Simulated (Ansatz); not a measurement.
# Hf (Hafnium): structure and electronic properties

The task here is to estimate one member of a computed series from the others.

Computed with Ansatz 0.2.0 (DFT r2SCAN, scalar-relativistic, plane waves, PAW, unless a step's input says otherwise).

### The system as given

Symmetry: P6_3/mmc, No. 194, hexagonal system. The conventional cell has a = 3.197 Å, b = 3.197 Å, c = 5.058 Å, α = 90.00°, β = 90.00°, γ = 120.00°. Around Hf (site symmetry -6m2) lie 12 Hf at 3.13 to 3.20 Å.

Coordinates:

```
CELL_PARAMETERS angstrom
3.19670 0.00000 0.00000
-1.59835 2.76842 0.00000
0.00000 0.00000 5.05780
ATOMIC_POSITIONS crystal
Hf 0.33333 0.66667 0.25000
Hf 0.66667 0.33333 0.75000
```

Source of the structure: the Crystallography Open Database.

Set-up of the first run:

(A quick probe on a coarse mesh, which set the mesh and smearing, is not shown.)

Input file input.yaml:

```yaml
crystal:
  lattice:
    - [3.1967, 0.0, 0.0]
    - [-1.59835, 2.7684234083, 0.0]
    - [0.0, 0.0, 5.0578]
  atoms:
    - { symbol: Hf, position: [0.3333333333, 0.6666666667, 0.25] }
    - { symbol: Hf, position: [0.6666666667, 0.3333333333, 0.75] }
basis:
  ecutwfc: 500
kpoints:
  mp_grid: { grid: [15, 15, 8] }
hamiltonian:
  xc: r2scan
scf:
  occupations: { method: gaussian, width: 0.1 }
output:
  forces: true
  stress: true
  eigenvalues: true
  write_density: true
  write_potential: true
  elf: true
  volumetric_format: npy
relax:
  adjacent_minimum: "off"
  f_tol: 0.005
  max_steps: 80
  cell: { stress_tol: 0.05 }
```

Command:

```console
$ ansatz run input.yaml --threads 1 --pin off --max-ram 2560MiB --backend cpu --events-out ev --progress --plain --runs-dir out
```

Among the steps run: The relaxation; Bands, states and charges; Volume × 0.97; Point at V/V0 = 1.03; The cell scaled to 0.94 of its volume; Volume × 1.06.

One of the session's tables, all rows but one given; the rest of the session is left out.

It belongs to the step «Energy against volume». 

```
volume (Å³/atom)  energy above the lowest point (meV/atom)  pressure (GPa)
          21.006                                      30.2            7.60
          21.676                                         ?               ?
          22.346                                       0.0           -0.01
          23.017                                       6.8           -3.10
          23.687                                      25.6           -5.82
```

**Question.** Estimate the row for volume (Å³/atom) = 21.676.

Worked estimate for «energy above the lowest point (meV/atom)». A straight line through the neighbours (21.006, 30.2) and (22.346, 0.0) gives 30.2 + (0.0 − 30.2) × (21.676 − 21.006) / (22.346 − 21.006) = 15.1; a parabola fitted to 3 rows on both sides gives 7.8.

As computed: energy above the lowest point (meV/atom): 7.1; pressure (GPa): 3.54. In «energy above the lowest point (meV/atom)» the line misses by +8.0 and the parabola by +0.7.
